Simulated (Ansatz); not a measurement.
Crystal: HfIn4SiO6.

```xyz
12
Lattice="5.2774 0.0000 0.0000 -2.6387 4.5704 0.0000 0.0000 0.0000 10.5590" Properties=species:S:1:pos:R:3 pbc="T T T"
Hf    0.0000    0.0000    0.0000
In    0.0000    3.0469    3.2148
In    0.0000    3.0469    7.3442
In    2.6387    1.5234    8.3331
In    2.6387    1.5234    2.2260
Si    0.0000    3.0469    0.0000
O     0.6361    1.6984    9.5002
O     1.4859    3.1703    1.0589
O     0.8498    4.2720    9.5002
O    -0.6360    1.6984    1.0589
O    -1.4858    3.1703    9.5002
O    -0.8498    4.2720    1.0589
```

The cell was built by a generator and needn't be a form met in nature.

Base run:

```yaml
Program: Ansatz 0.2.0
Functional: BLYP
Potentials_or_basis: Ansatz PAW
Cutoff: "420 eV (not typed: the program's choice for these potentials)"
k_mesh: 6 × 6 × 3
Occupations: fermi-dirac, width 0.05 eV
Spin: no spin polarisation
```

Its results: band gap on the k mesh 0.22 eV, indirect (least direct gap 1.80 eV); pressure 2.6 GPa; largest force 0.241 eV/Å.

The run is repeated on the same cell with these changes: functional from BLYP to revPBE. What comes out?

Band gap on the k mesh 0.10 eV, indirect (least direct gap 1.73 eV); pressure 1.6 GPa; largest force 0.141 eV/Å.

Caveats: spin-orbit coupling is left out, which moves the levels of the heavy elements; the PAW data sets come from PBE, with cores solved anew for the run's functional, which leaves a small shift of forces and pressure.
